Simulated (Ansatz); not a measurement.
# AlH4OSSi radical: a ladder of functionals and wavefunction methods

An exercise on one series of results from a longer session: the logs are not shown, and one member is left open.

Computed with Ansatz 0.2.0, Gaussian basis. Level: functionals in def2-TZVPP, the program's frozen cores in correlated methods.

Plan: LDA (SPW92), PBE-D4, revPBE-D4, BLYP-D4, r2SCAN-D4, B97M-V, PBE0-D4, B3LYP-D4, r2SCANh-D4, r2SCAN0-D4, HSE06-D4, BHLYP-D4, CAM-B3LYP-D4, LC-ωPBE, ωB97X-V, ωB97M-V, B2PLYP, PBE-QIDH; CCSD(T)/def2-SVP; CCSD(T)/def2-TZVPP; MP2/def2-QZVPP; extrapolation to the limit; RPA on PBE.

### Structure used throughout

All runs share one geometry, relaxed beforehand with PBE0-D4 in a triple-zeta def2 set.

SMILES `[SiH3][O][Al][SH]`, 8 atoms, charge 0, spin multiplicity 2.

Atoms are counted from 1 here; the program's logs count them from 0.

Bond lengths: Si1–O2 1.627 Å, Si1–H5 1.487 Å, Si1–H6 1.487 Å, Si1–H7 1.487 Å, O2–Al3 1.685 Å, Al3–S4 2.204 Å, S4–H8 1.347 Å. Angles: O2–Si1–H5 109.8°, O2–Si1–H6 110.3°, O2–Si1–H7 110.1°, H5–Si1–H6 108.8°, H5–Si1–H7 108.9°, H6–Si1–H7 108.9°, Si1–O2–Al3 171.2°, O2–Al3–S4 117.4°, Al3–S4–H8 91.1°.

The first run:

in.yaml reads:

```yaml
crystal:
  periodic: [false, false, false]
  atoms:
    - {symbol: Si, position_ang: [-0.153946, 1.473680, -0.237310]}
    - {symbol: O, position_ang: [0.275787, 0.039944, 0.401535]}
    - {symbol: Al, position_ang: [0.821706, -1.305488, 1.256700]}
    - {symbol: S, position_ang: [0.335731, -3.293974, 0.439778]}
    - {symbol: H, position_ang: [-1.124034, 1.260980, -1.343885]}
    - {symbol: H, position_ang: [-0.788220, 2.330842, 0.799103]}
    - {symbol: H, position_ang: [1.042925, 2.173299, -0.774518]}
    - {symbol: H, position_ang: [-0.317650, -2.736281, -0.597203]}
basis:
  gaussian: {orbitals: def2-TZVPP}
magnetization: {spin_polarized: true, initial_magnetization: 1}
hamiltonian: {xc: lda}
output: {orbitals: {seedname: orbitals}}
```

On the command line:

```sh
ansatz run in.yaml --threads 4 --pin off --events-out ev --progress --plain --max-ram 10444MiB
```

Among the steps run: LDA; PBE-D4 (GGA); revPBE-D4 (GGA); BLYP-D4 (GGA); r2SCAN-D4 (meta-GGA); B97M-V (meta-GGA); B3LYP-D4 (hybrid); r2SCANh-D4 (hybrid); r2SCAN0-D4 (hybrid); HSE06-D4 (hybrid); BHLYP-D4 (hybrid); CAM-B3LYP-D4 (range-separated); LC-ωPBE (range-separated); ωB97X-V (range-separated); ωB97M-V (range-separated); B2PLYP (double hybrid); PBE-QIDH (double hybrid).

One of the session's tables, all rows but one given; the rest of the session is left out.

It belongs to the step «Frontier levels by functional». 

```
  functional  HOMO (eV)  LUMO (eV)  gap (eV)
 LDA (SPW92)      -5.12      -3.95      1.17
      PBE-D4      -5.12      -3.60      1.52
   revPBE-D4      -5.10      -3.44      1.65
     BLYP-D4      -4.90      -3.61      1.29
   r2SCAN-D4      -5.41      -3.13      2.28
      B97M-V      -5.08      -4.04      1.04
     PBE0-D4      -6.13      -2.76      3.37
    B3LYP-D4      -5.87      -3.13      2.74
  r2SCANh-D4          ?          ?         ?
  r2SCAN0-D4      -6.33      -2.56      3.78
    HSE06-D4      -5.74      -3.14      2.60
    BHLYP-D4      -6.95      -2.09      4.86
CAM-B3LYP-D4      -7.28      -1.98      5.30
     LC-ωPBE      -8.65      -0.61      8.04
     ωB97X-V      -8.18      -1.10      7.08
     ωB97M-V      -7.77      -1.33      6.44
```

Q: Estimate the row for r2SCANh-D4 from the others.

Worked estimate for «HOMO (eV)». Against the share of exact exchange, r2SCAN-D4 (0, -5.41), r2SCAN0-D4 (0.25, -6.33) give a slope of -3.68 per unit share; at 0.1 the line stands at -5.78.

**Answer.** HOMO (eV): -5.78; LUMO (eV): -2.90; gap (eV): 2.89. In «HOMO (eV)» the line misses by 0.00.
